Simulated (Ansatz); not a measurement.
# B₃H₈Se−: geometry and frequencies at several levels, part 2 of 2

Wanted for B₃H₈Se−: geometry and frequencies at several levels. Charge -1.

Ansatz 0.2.0, Gaussian bases.

### 7 Relaxation, LDA/def2-SVPD

File input.yaml:

```yaml
crystal:
  periodic: [false, false, false]
  atoms:
    - { symbol: B, position_ang: [1.91247951, -0.67554214, -0.53723567] }
    - { symbol: Se, position_ang: [0.18678181, 0.21042524, 0.31255565] }
    - { symbol: B, position_ang: [-1.14474913, 0.46173726, -1.22444011] }
    - { symbol: H, position_ang: [-1.90055518, -0.6499219, -1.19103549] }
    - { symbol: B, position_ang: [-1.35287323, -1.09297389, -0.04624205] }
    - { symbol: H, position_ang: [2.37739857, -1.37169116, 0.37231657] }
    - { symbol: H, position_ang: [1.55009345, -1.3220044, -1.51853172] }
    - { symbol: H, position_ang: [2.64016928, 0.28443609, -0.81567472] }
    - { symbol: H, position_ang: [-0.62816257, 0.35163963, -2.31941533] }
    - { symbol: H, position_ang: [-1.9476322, 1.35900431, -1.02977137] }
    - { symbol: H, position_ang: [-2.26398376, -1.00369108, 0.75966046] }
    - { symbol: H, position_ang: [-0.96740655, -2.19353796, -0.3901162] }
total_charge: -1
basis:
  gaussian: { orbitals: def2-SVPD }
hamiltonian:
  xc: lda
relax:
  f_tol: 0.002
  max_steps: 150
```

On the command line:

```sh
ansatz run input.yaml --threads 4 --pin off --max-ram 10240MiB --backend cpu --events-out ev --progress --plain --runs-dir out
```

What it wrote, shortened:

```text
Warning: RAYON_NUM_THREADS=4 ignored (pool sized by the plan → 4); use --threads N
[...]
Functional definition: SPW92
[...]
1440 factors; their error is unknown
[...]
mean field -67383.51449236 eV, -2476.2984834078 hartree, gradient 5.0e-5 eV, S^2 0.000000; 0 other end points of the search recorded, 0 dependent functions left out
[...]
reference -67383.51455062 eV, -2476.2984855487 hartree; 29, 29 occupied and 136, 136 virtual orbitals, 1440 factors
relax step   1: F+E_penalty+E_count = -67383.51449236 eV  Δ(F+E_penalty+E_count) = +0.000e0 eV  max|allowed force component| = 4.287e-1 eV/Å  Δτ_max = 0.0000 Å  (28 SCF iters, accepted)
[...]
relax step   3: F+E_penalty+E_count = -67383.53841042 eV  Δ(F+E_penalty+E_count) = -3.846e-3 eV  max|allowed force component| = 5.417e-2 eV/Å  Δτ_max = 0.0122 Å  (29 SCF iters, accepted)
[...]
Atom 2 at    -1.120422     0.453739    -1.200924 Å, force     0.000051     0.000712     0.001150 eV/Å
Atom 3 at    -1.842597    -0.672427    -1.222664 Å, force     0.000048    -0.000696    -0.000253 eV/Å
Atom 4 at    -1.331984    -1.078955    -0.054531 Å, force    -0.000286     0.000464     0.000354 eV/Å
Atom 5 at     2.361863    -1.349711     0.368237 Å, force     0.000308     0.000534    -0.000631 eV/Å
Atom 6 at     1.482732    -1.339916    -1.496297 Å, force     0.001189     0.000250     0.000364 eV/Å
Atom 7 at     2.584980     0.280289    -0.855945 Å, force    -0.000257    -0.000536     0.000365 eV/Å
Atom 8 at    -0.585441     0.369799    -2.292338 Å, force     0.000174    -0.000332    -0.000262 eV/Å
Atom 9 at    -1.940166     1.336780    -1.003563 Å, force     0.000222     0.000116    -0.000097 eV/Å
Atom 10 at    -2.260629    -0.984502     0.732474 Å, force     0.000074    -0.000120     0.000189 eV/Å
Atom 11 at    -0.937977    -2.184343    -0.382035 Å, force    -0.000310    -0.000554    -0.000520 eV/Å
Dipole moment:    -0.400936     0.347103     0.390119 e Å
```

Wall time 27 s (4 threads of Intel Xeon at 2.50GHz (Skylake/Cascade Lake), shared host); peak memory 0.25 GiB.

Step by step:

```
step  E - E(step 1) (eV)  largest force component (eV/Å)
   1              0.0000                          0.4287
   2             -0.0201                          0.1972
   3             -0.0239                          0.0542
   4             -0.0244                          0.0175
   5             -0.0248                          0.0175
   6             -0.0248                          0.0195
   7             -0.0249                          0.0021
   8             -0.0249                          0.0015
   9             -0.0249                          0.0017
  10             -0.0249                          0.0022
  11             -0.0249                          0.0012
```

Step 1 is the start.

Before: Bond lengths: B1–Se2 2.118 Å, Se2–B3 2.049 Å, B3–H4 1.345 Å, Se2–B5 2.049 Å, H4–B5 1.344 Å, B1–H6 1.236 Å, B1–H7 1.230 Å, B1–H8 1.236 Å, B3–H9 1.216 Å, B3–H10 1.220 Å, B5–H11 1.220 Å, B5–H12 1.216 Å. Angles (14 of 22 angles, heavy atoms first): B1–Se2–B3 106.3°, B1–Se2–B5 106.0°, B3–Se2–B5 57.2°, Se2–B1–H6 104.3°, Se2–B1–H7 107.5°, Se2–B1–H8 104.2°, Se2–B3–H4 104.2°, Se2–B3–H9 112.9°, Se2–B3–H10 113.5°, B3–H4–B5 93.7°, Se2–B5–H4 104.2°, Se2–B5–H11 113.5°, Se2–B5–H12 112.8°, H6–B1–H7 113.7°.

After: Bond lengths: B1–Se2 2.072 Å, Se2–B3 2.019 Å, B3–H4 1.338 Å, Se2–B5 2.019 Å, H4–B5 1.338 Å, B1–H6 1.236 Å, B1–H7 1.231 Å, B1–H8 1.236 Å, B3–H9 1.218 Å, B3–H10 1.221 Å, B5–H11 1.221 Å, B5–H12 1.218 Å. Angles (14 of 22 angles, heavy atoms first): B1–Se2–B3 105.6°, B1–Se2–B5 105.6°, B3–Se2–B5 57.0°, Se2–B1–H6 104.8°, Se2–B1–H7 107.3°, Se2–B1–H8 104.8°, Se2–B3–H4 104.8°, Se2–B3–H9 112.3°, Se2–B3–H10 113.9°, B3–H4–B5 92.0°, Se2–B5–H4 104.8°, Se2–B5–H11 113.9°, Se2–B5–H12 112.3°, H6–B1–H7 113.4°.

### 8 Frequencies, LDA/def2-SVPD

File input.yaml:

```yaml
crystal:
  periodic: [false, false, false]
  atoms:
    - { symbol: B, position_ang: [1.86392227, -0.67088376, -0.53627607] }
    - { symbol: Se, position_ang: [0.18727908, 0.19801197, 0.31593199] }
    - { symbol: B, position_ang: [-1.12042168, 0.45373947, -1.20092425] }
    - { symbol: H, position_ang: [-1.84259719, -0.67242686, -1.22266353] }
    - { symbol: B, position_ang: [-1.33198443, -1.07895542, -0.0545314] }
    - { symbol: H, position_ang: [2.36186263, -1.34971113, 0.36823711] }
    - { symbol: H, position_ang: [1.48273169, -1.3399164, -1.49629663] }
    - { symbol: H, position_ang: [2.58498033, 0.28028936, -0.85594478] }
    - { symbol: H, position_ang: [-0.58544069, 0.36979869, -2.29233819] }
    - { symbol: H, position_ang: [-1.94016638, 1.33677966, -1.00356321] }
    - { symbol: H, position_ang: [-2.26062899, -0.98450214, 0.73247356] }
    - { symbol: H, position_ang: [-0.93797662, -2.18434344, -0.38203458] }
total_charge: -1
basis:
  gaussian: { orbitals: def2-SVPD }
hamiltonian:
  xc: lda
phonons: {}
```

On the command line:

```sh
ansatz run input.yaml --threads 4 --pin off --max-ram 10240MiB --backend cpu --events-out ev --progress --plain --runs-dir out
```

What it wrote, shortened:

```text
Warning: RAYON_NUM_THREADS=4 ignored (pool sized by the plan → 4); use --threads N
[...]
[... 1 set-up line as earlier in the session ...]
[...]
1440 factors; their error is unknown
[...]
mean field -67383.53941752 eV, -2476.2993993904 hartree, gradient 3.0e-5 eV, S^2 0.000000; 0 other end points of the search recorded, 0 dependent functions left out
[...]
reference -67383.53947575 eV, -2476.2994015304 hartree; 29, 29 occupied and 136, 136 virtual orbitals, 1440 factors
[...]
1440 factors; their error is unknown
mean field -67383.53934804 eV, -2476.2993968371 hartree, gradient 2.9e-6 eV, S^2 0.000000; 0 other end points of the search recorded, 0 dependent functions left out
[...]
reference -67383.53940627 eV, -2476.2993989770 hartree; 29, 29 occupied and 136, 136 virtual orbitals, 1440 factors
[...]
1440 factors; their error is unknown
[...]
Atom 5 at     2.361863    -1.349711     0.368237 Å, force     0.000282     0.000523    -0.000603 eV/Å
Atom 6 at     1.482732    -1.339916    -1.496297 Å, force     0.001310     0.000507     0.000141 eV/Å
Atom 7 at     2.584980     0.280289    -0.855945 Å, force    -0.000230    -0.000600     0.000326 eV/Å
Atom 8 at    -0.585441     0.369799    -2.292338 Å, force    -0.000050    -0.000461    -0.000209 eV/Å
Atom 9 at    -1.940166     1.336780    -1.003563 Å, force     0.000264     0.000178    -0.000168 eV/Å
Atom 10 at    -2.260629    -0.984502     0.732474 Å, force     0.000090     0.000032     0.000181 eV/Å
Atom 11 at    -0.937977    -2.184343    -0.382035 Å, force    -0.000043    -0.000520    -0.000469 eV/Å
Dipole moment:    -0.400933     0.347106     0.390119 e Å
Vibrations: 88.52 165.52 180.50 274.01 455.80 487.14 535.05 659.85 670.65 679.60 735.25 757.65 815.68 869.73 873.42 929.42 1001.71 1059.54 1067.41 1068.19 1069.49 1762.73 1924.60 2340.39 2408.34 2443.51 2447.03 2457.52 2542.48 2553.01 cm⁻¹, zero-point energy 2.189794 eV
```

It took 2 min on 4 threads of Intel Xeon at 2.50GHz (Skylake/Cascade Lake), shared host; peak memory 0.24 GiB.

Harmonic frequencies (cm⁻¹; negative: imaginary): 89, 166, 181, 274, 456, 487, 535, 660, 671, 680, 735, 758, 816, 870, 873, 929, 1002, 1060, 1067, 1068, 1069, 1763, 1925, 2340, 2408, 2444, 2447, 2458, 2542, 2553.

### 9 Relaxation, PBE-D4/def2-SVPD

File input.yaml:

```yaml
crystal:
  periodic: [false, false, false]
  atoms:
    - { symbol: B, position_ang: [1.91247951, -0.67554214, -0.53723567] }
    - { symbol: Se, position_ang: [0.18678181, 0.21042524, 0.31255565] }
    - { symbol: B, position_ang: [-1.14474913, 0.46173726, -1.22444011] }
    - { symbol: H, position_ang: [-1.90055518, -0.6499219, -1.19103549] }
    - { symbol: B, position_ang: [-1.35287323, -1.09297389, -0.04624205] }
    - { symbol: H, position_ang: [2.37739857, -1.37169116, 0.37231657] }
    - { symbol: H, position_ang: [1.55009345, -1.3220044, -1.51853172] }
    - { symbol: H, position_ang: [2.64016928, 0.28443609, -0.81567472] }
    - { symbol: H, position_ang: [-0.62816257, 0.35163963, -2.31941533] }
    - { symbol: H, position_ang: [-1.9476322, 1.35900431, -1.02977137] }
    - { symbol: H, position_ang: [-2.26398376, -1.00369108, 0.75966046] }
    - { symbol: H, position_ang: [-0.96740655, -2.19353796, -0.3901162] }
total_charge: -1
basis:
  gaussian: { orbitals: def2-SVPD }
hamiltonian:
  xc: pbe
  dispersion: d4
relax:
  f_tol: 0.002
  max_steps: 150
```

On the command line:

```sh
ansatz run input.yaml --threads 4 --pin off --max-ram 10240MiB --backend cpu --events-out ev --progress --plain --runs-dir out
```

What it wrote, shortened:

```text
Warning: RAYON_NUM_THREADS=4 ignored (pool sized by the plan → 4); use --threads N
[...]
Functional definition: PBE
[...]
1440 factors; their error is unknown
[...]
mean field -67488.06935565 eV, -2480.1408037638 hartree, gradient 6.1e-5 eV, S^2 0.000000; 0 other end points of the search recorded, 0 dependent functions left out
[...]
reference -67488.06941919 eV, -2480.1408060988 hartree; 29, 29 occupied and 136, 136 virtual orbitals, 1440 factors
relax step   1: F+E_penalty+E_count = -67488.36323675 eV  Δ(F+E_penalty+E_count) = +0.000e0 eV  max|allowed force component| = 1.662e-2 eV/Å  Δτ_max = 0.0000 Å  (29 SCF iters, accepted)
[...]
relax step   7: F+E_penalty+E_count = -67488.36340523 eV  Δ(F+E_penalty+E_count) = -4.349e-6 eV  max|allowed force component| = 2.935e-3 eV/Å  Δτ_max = 0.0045 Å  (24 SCF iters, accepted)
[...]
Atom 2 at    -1.141760     0.465890    -1.219572 Å, force    -0.000673    -0.000768    -0.000090 eV/Å
Atom 3 at    -1.894293    -0.648371    -1.199270 Å, force    -0.000611     0.000609     0.000429 eV/Å
Atom 4 at    -1.357274    -1.096118    -0.050719 Å, force     0.000459    -0.000351     0.000197 eV/Å
Atom 5 at     2.398492    -1.347220     0.381213 Å, force     0.000329    -0.000152     0.000085 eV/Å
Atom 6 at     1.551220    -1.349960    -1.500072 Å, force    -0.000280    -0.000015     0.000062 eV/Å
Atom 7 at     2.623052     0.286118    -0.842988 Å, force    -0.000076     0.000101     0.000023 eV/Å
Atom 8 at    -0.623977     0.365188    -2.314815 Å, force     0.000738     0.000221    -0.000145 eV/Å
Atom 9 at    -1.944879     1.360947    -1.017827 Å, force     0.000212     0.000282     0.000047 eV/Å
Atom 10 at    -2.270915    -1.003264     0.751447 Å, force    -0.000009     0.000028     0.000017 eV/Å
Atom 11 at    -0.977426    -2.197872    -0.396661 Å, force     0.000028    -0.000052    -0.000142 eV/Å
Dipole moment:    -0.412104     0.346741     0.387371 e Å
```

It took 30 s on 4 threads of Intel Xeon at 2.50GHz (Skylake/Cascade Lake), shared host; peak memory 0.25 GiB.

Step by step:

| step | energy from step 1 (eV) | largest force component (eV/Å) |
| --- | --- | --- |
| 1 | 0.0000 | 0.0166 |
| 2 | -0.0001 | 0.0128 |
| 3 | -0.0001 | 0.0032 |
| 4 | -0.0001 | 0.0040 |
| 5 | -0.0001 | 0.0025 |
| 6 | -0.0002 | 0.0050 |
| 7 | -0.0002 | 0.0029 |
| 8 | -0.0002 | 0.0008 |

Step 1 is the start.

Before: Bond lengths: B1–Se2 2.118 Å, Se2–B3 2.049 Å, B3–H4 1.345 Å, Se2–B5 2.049 Å, H4–B5 1.344 Å, B1–H6 1.236 Å, B1–H7 1.230 Å, B1–H8 1.236 Å, B3–H9 1.216 Å, B3–H10 1.220 Å, B5–H11 1.220 Å, B5–H12 1.216 Å. Angles (14 of 22 angles, heavy atoms first): B1–Se2–B3 106.3°, B1–Se2–B5 106.0°, B3–Se2–B5 57.2°, Se2–B1–H6 104.3°, Se2–B1–H7 107.5°, Se2–B1–H8 104.2°, Se2–B3–H4 104.2°, Se2–B3–H9 112.9°, Se2–B3–H10 113.5°, B3–H4–B5 93.7°, Se2–B5–H4 104.2°, Se2–B5–H11 113.5°, Se2–B5–H12 112.8°, H6–B1–H7 113.7°.

After: Bond lengths: B1–Se2 2.119 Å, Se2–B3 2.049 Å, B3–H4 1.345 Å, Se2–B5 2.049 Å, H4–B5 1.345 Å, B1–H6 1.235 Å, B1–H7 1.229 Å, B1–H8 1.235 Å, B3–H9 1.216 Å, B3–H10 1.219 Å, B5–H11 1.219 Å, B5–H12 1.216 Å. Angles (14 of 22 angles, heavy atoms first): B1–Se2–B3 106.2°, B1–Se2–B5 106.2°, B3–Se2–B5 57.2°, Se2–B1–H6 104.1°, Se2–B1–H7 107.6°, Se2–B1–H8 104.2°, Se2–B3–H4 104.1°, Se2–B3–H9 112.9°, Se2–B3–H10 113.4°, B3–H4–B5 93.7°, Se2–B5–H4 104.1°, Se2–B5–H11 113.4°, Se2–B5–H12 112.9°, H6–B1–H7 113.7°.

### 10 Frequencies, PBE-D4/def2-SVPD

File input.yaml:

```yaml
crystal:
  periodic: [false, false, false]
  atoms:
    - { symbol: B, position_ang: [1.91383516, -0.67803063, -0.53715111] }
    - { symbol: Se, position_ang: [0.18548604, 0.20057283, 0.31848527] }
    - { symbol: B, position_ang: [-1.14176039, 0.46589032, -1.21957171] }
    - { symbol: H, position_ang: [-1.89429331, -0.64837125, -1.19927016] }
    - { symbol: B, position_ang: [-1.35727416, -1.09611806, -0.05071947] }
    - { symbol: H, position_ang: [2.39849201, -1.34721969, 0.3812134] }
    - { symbol: H, position_ang: [1.55121961, -1.34995978, -1.50007223] }
    - { symbol: H, position_ang: [2.6230525, 0.28611796, -0.84298845] }
    - { symbol: H, position_ang: [-0.62397722, 0.36518797, -2.31481494] }
    - { symbol: H, position_ang: [-1.94487911, 1.36094688, -1.01782682] }
    - { symbol: H, position_ang: [-2.27091549, -1.00326435, 0.75144711] }
    - { symbol: H, position_ang: [-0.97742562, -2.19787219, -0.39666087] }
total_charge: -1
basis:
  gaussian: { orbitals: def2-SVPD }
hamiltonian:
  xc: pbe
  dispersion: d4
phonons: {}
```

On the command line:

```sh
ansatz run input.yaml --threads 4 --pin off --max-ram 10240MiB --backend cpu --events-out ev --progress --plain --runs-dir out
```

What it wrote, shortened:

```text
Warning: RAYON_NUM_THREADS=4 ignored (pool sized by the plan → 4); use --threads N
[...]
[... 1 set-up line as earlier in the session ...]
[...]
1440 factors; their error is unknown
[...]
mean field -67488.06968362 eV, -2480.1408158164 hartree, gradient 4.4e-5 eV, S^2 0.000000; 0 other end points of the search recorded, 0 dependent functions left out
[...]
reference -67488.06974715 eV, -2480.1408181511 hartree; 29, 29 occupied and 136, 136 virtual orbitals, 1440 factors
[...]
1440 factors; their error is unknown
mean field -67488.06969659 eV, -2480.1408162931 hartree, gradient 5.6e-7 eV, S^2 0.000000; 0 other end points of the search recorded, 0 dependent functions left out
[...]
reference -67488.06976012 eV, -2480.1408186277 hartree; 29, 29 occupied and 136, 136 virtual orbitals, 1440 factors
[...]
1440 factors; their error is unknown
[...]
Atom 5 at     2.398492    -1.347220     0.381213 Å, force     0.000283    -0.000149     0.000127 eV/Å
Atom 6 at     1.551220    -1.349960    -1.500072 Å, force    -0.000340     0.000168    -0.000094 eV/Å
Atom 7 at     2.623053     0.286118    -0.842988 Å, force    -0.000047     0.000059     0.000029 eV/Å
Atom 8 at    -0.623977     0.365188    -2.314815 Å, force     0.000565     0.000190    -0.000156 eV/Å
Atom 9 at    -1.944879     1.360947    -1.017827 Å, force     0.000244     0.000301    -0.000021 eV/Å
Atom 10 at    -2.270915    -1.003264     0.751447 Å, force    -0.000003     0.000116     0.000011 eV/Å
Atom 11 at    -0.977426    -2.197872    -0.396661 Å, force     0.000241    -0.000008    -0.000148 eV/Å
Dipole moment:    -0.412105     0.346741     0.387376 e Å
Vibrations: 82.15 166.25 172.64 278.60 426.29 456.87 511.60 636.39 685.58 695.68 748.89 770.36 821.19 877.88 899.28 963.94 1028.62 1093.00 1096.13 1097.35 1100.83 1752.88 1882.86 2336.97 2392.60 2436.56 2448.76 2459.87 2542.86 2553.27 cm⁻¹, zero-point energy 2.195521 eV
```

It took 2.7 min on 4 threads of Intel Xeon at 2.50GHz (Skylake/Cascade Lake), shared host; peak memory 0.25 GiB.

Harmonic frequencies (cm⁻¹; negative: imaginary): 82, 166, 173, 279, 426, 457, 512, 636, 686, 696, 749, 770, 821, 878, 899, 964, 1029, 1093, 1096, 1097, 1101, 1753, 1883, 2337, 2393, 2437, 2449, 2460, 2543, 2553.

### 11 The levels compared

```
           level  B1–Se2 (Å)  Se2–B3 (Å)  Se2–B5 (Å)  rotational constants (MHz)  highest frequency (cm⁻¹)  CPU time
       HF/STO-3G      2.1299      2.0049      2.0049      6928.8, 3618.3, 3540.6                      3310      31 s
    HF/def2-SVPD      2.1842      2.0599      2.0598      6703.2, 3465.1, 3319.8                      2691   3.7 min
   LDA/def2-SVPD      2.0718      2.0190      2.0189      7010.2, 3723.4, 3514.2                      2553      93 s
PBE-D4/def2-SVPD      2.1193      2.0488      2.0489      6855.6, 3583.9, 3398.2                      2553   1.7 min
```

Constants are for the commonest isotopes at the equilibrium geometry; times are CPU times of the relaxations.

### 12 Results

This closing draws on all 2 parts.

| quantity | value |
| --- | --- |
| B1–Se2 at PBE-D4/def2-SVPD | 2.119 Å |
| Se2–B3 at PBE-D4/def2-SVPD | 2.049 Å |
| Se2–B5 at PBE-D4/def2-SVPD | 2.049 Å |
| frequencies at PBE-D4/def2-SVPD | 82 to 2553 cm⁻¹ |

What this shows: The B1–Se2 distance spreads over 0.112 Å, from LDA/def2-SVPD (shortest) to HF/def2-SVPD. No mode is imaginary, so the geometry is a minimum.
